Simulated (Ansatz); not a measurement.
Runs of Ansatz 0.2.0 on In3As. It takes space group Pm-3m (No. 221, cubic). Conventional cell: a = 4.672 Å, b = 4.672 Å, c = 4.672 Å, α = 90.00°, β = 90.00°, γ = 90.00°. In (site symmetry 4/mmm) has 8 In at 3.30 Å and 4 As at 3.30 Å as nearest neighbours. As (site symmetry m-3m) is surrounded by 12 In at 3.30 Å. The cell comes from a database or a generator and needn't be the stable form of this composition.

| level | potentials or basis | spin | k mesh | pressure (GPa) |
| --- | --- | --- | --- | --- |
| PBEsol | all-electron LAPW, scalar-relativistic | off | 4 × 4 × 4 | -3.0 |
| PBEsol | all-electron LAPW, scalar-relativistic | off | 6 × 6 × 6 | -2.4 |
| LDA | all-electron LAPW, scalar-relativistic | off | 6 × 6 × 6 | -3.9 |
| PBEsol | all-electron LAPW, relativistic spinors | SOC, no magnetisation | 4 × 4 × 4 | (a) |
| PBE | all-electron LAPW, scalar-relativistic | off | 6 × 6 × 6 | (b) |

Alike in all rows: task band structure; cell as given; cutoff (eV) 158; smearing fermi-dirac 0.05 eV; basis error allowed 0.002 eV/atom.

Q: Fill in the values left out.

A: (a) -3.1; (b) 0.6.

Caveats: the k mesh is thin for a metal, which can move the energy by tens of meV per atom (some runs).

Not every run made on this cell is shown here.
